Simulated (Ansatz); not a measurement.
# Cu: the cost of one run

Computed with Ansatz 0.2.0 (DFT PBEsol, scalar-relativistic, plane waves, PAW, unless a step's input says otherwise).

This is Cu in the hcp structure; at room conditions it is fcc.

1 further run of the same task is left out (it didn't finish).

**1. The starting structure**

The structure is hexagonal, space group P6_3/mmc (No. 194). Conventional cell: a = 2.534 Å, b = 2.534 Å, c = 4.113 Å, α = 90.00°, β = 90.00°, γ = 120.00°. Cu (site symmetry -6m2) has 12 Cu at 2.52 to 2.53 Å as nearest neighbours.

Coordinates:

```cif
data_structure
_symmetry_space_group_name_H-M 'P 1'
_symmetry_Int_Tables_number 1
_cell_length_a 2.5341
_cell_length_b 2.5341
_cell_length_c 4.1126
_cell_angle_alpha 90.000
_cell_angle_beta 90.000
_cell_angle_gamma 120.000
_cell_volume 22.87
loop_
_atom_site_label
_atom_site_type_symbol
_atom_site_fract_x
_atom_site_fract_y
_atom_site_fract_z
_atom_site_occupancy
Cu1 Cu 0.33333 0.66667 0.25000 1
Cu2 Cu 0.66667 0.33333 0.75000 1
```

The structure comes from the Materials Project (structure only).

**2. The base run**

The input, input.yaml:

```yaml
crystal:
  lattice:
    - [2.5340966698, 0.0, 0.0]
    - [-1.2670483349, 2.1945920917, 0.0]
    - [0.0, 0.0, 4.112571]
  atoms:
    - { symbol: Cu, position: [0.33333333, 0.66666667, 0.25] }
    - { symbol: Cu, position: [0.66666667, 0.33333333, 0.75] }
basis:
  ecutwfc: 500
  fft_grid_basis: typed
kpoints:
  mp_grid: { grid: [15, 15, 8] }
hamiltonian:
  xc: pbesol
  pseudopotentials: { kind: paw }
scf:
  occupations: { method: gaussian, width: 0.05 }
output:
  forces: true
  stress: true
  eigenvalues: true
  bader: true
  write_density: true
  volumetric_format: npy
  elf: true
```

Command:

```console
$ ansatz run input.yaml --threads 2 --pin off --max-ram 4096MiB --backend cpu --events-out ev --progress --plain --runs-dir out
```

What time and memory should one allow on 2 threads of AMD EPYC 9R45 (Zen 5), shared host?

About 4.4 s, with a peak of 0.42 GiB.
